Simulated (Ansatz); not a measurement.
# ClH₃OSn: one species, many methods

The task here is to estimate one member of a computed series from the others.

Computed with Ansatz 0.2.0, Gaussian basis. Level: functionals in def2-TZVPP, the program's frozen cores in correlated methods.

The runs, in order: LDA (SPW92), PBE-D4, revPBE-D4, BLYP-D4, r2SCAN-D4, B97M-V, PBE0-D4, B3LYP-D4, r2SCANh-D4, r2SCAN0-D4, HSE06-D4, BHLYP-D4, CAM-B3LYP-D4, LC-ωPBE, ωB97X-V, ωB97M-V, B2PLYP, PBE-QIDH; CCSD(T)/def2-SVP; CCSD(T)/def2-TZVPP; MP2/def2-QZVPP; extrapolation to the limit; RPA on PBE.

## The relaxed structure

The geometry comes from an earlier relaxation with PBE0-D4 in a triple-zeta def2 set; it is a stationary point. Sn takes the def2 core potential; no spin-orbit term is included.

SMILES `[OH][SnH2][Cl]`, 6 atoms, charge 0, spin multiplicity 1.

Atoms are counted from 1 here; the program's logs count them from 0.

Bond lengths: O1–Sn2 1.952 Å, O1–H4 0.960 Å, Sn2–Cl3 2.330 Å, Sn2–H5 1.702 Å, Sn2–H6 1.693 Å. Angles: Sn2–O1–H4 113.6°, O1–Sn2–Cl3 106.7°, O1–Sn2–H5 110.8°, O1–Sn2–H6 105.2°, Cl3–Sn2–H5 106.1°, Cl3–Sn2–H6 109.1°, H5–Sn2–H6 118.5°.

As a file:

```xyz
6

O    -1.41632   -0.54319   -0.28498
Sn    0.23318    0.39755    0.16735
Cl    1.82800   -1.23358    0.64079
H    -1.30816   -1.19821   -0.97876
H     0.82529    1.25957   -1.17486
H    -0.11999    1.25387    1.58435
```

Set-up of the first run:

in.yaml reads:

```yaml
crystal:
  periodic: [false, false, false]
  atoms:
    - {symbol: O, position_ang: [-1.416317, -0.543195, -0.284978]}
    - {symbol: Sn, position_ang: [0.233179, 0.397551, 0.167348]}
    - {symbol: Cl, position_ang: [1.828001, -1.233585, 0.640790]}
    - {symbol: H, position_ang: [-1.308162, -1.198207, -0.978759]}
    - {symbol: H, position_ang: [0.825291, 1.259568, -1.174856]}
    - {symbol: H, position_ang: [-0.119993, 1.253866, 1.584353]}
basis:
  gaussian: {orbitals: def2-TZVPP}
hamiltonian: {xc: lda}
output: {orbitals: {seedname: orbitals}}
```

Steps of the session up to this table: LDA; PBE-D4 (GGA); revPBE-D4 (GGA); BLYP-D4 (GGA); r2SCAN-D4 (meta-GGA); B97M-V (meta-GGA); PBE0-D4 (hybrid); B3LYP-D4 (hybrid); r2SCANh-D4 (hybrid); r2SCAN0-D4 (hybrid); HSE06-D4 (hybrid); BHLYP-D4 (hybrid); CAM-B3LYP-D4 (range-separated); LC-ωPBE-D4 (range-separated; the results give it without D4); ωB97X-V (range-separated); ωB97M-V (range-separated); B2PLYP (double hybrid); PBE-QIDH (double hybrid).

One table of the session follows, with a row left open; its other results are not shown here.

It belongs to the step «Orbital energies across the functionals». 

| functional | HOMO (eV) | gap (eV) |
| --- | --- | --- |
| LDA (SPW92) | -7.34 | 5.30 |
| PBE-D4 | -7.19 | 5.39 |
| revPBE-D4 | -7.13 | 5.42 |
| BLYP-D4 | -7.09 | 5.31 |
| r2SCAN-D4 | -7.57 | 6.07 |
| B97M-V | ? | ? |
| PBE0-D4 | -8.73 | 7.87 |
| B3LYP-D4 | -8.48 | 7.29 |
| r2SCANh-D4 | -8.15 | 6.99 |
| r2SCAN0-D4 | -8.97 | 8.31 |
| HSE06-D4 | -8.33 | 7.10 |
| BHLYP-D4 | -10.03 | 10.06 |
| CAM-B3LYP-D4 | -10.12 | 10.21 |
| LC-ωPBE | -11.51 | 12.84 |
| ωB97X-V | -11.15 | 12.35 |
| ωB97M-V | -10.99 | 11.91 |

Q: Estimate the row for B97M-V from the others.

The run gave: HOMO (eV): -7.68; gap (eV): 6.14. In the column «HOMO (eV)» it lies between r2SCANh-D4 (-8.15) and r2SCAN-D4 (-7.57).
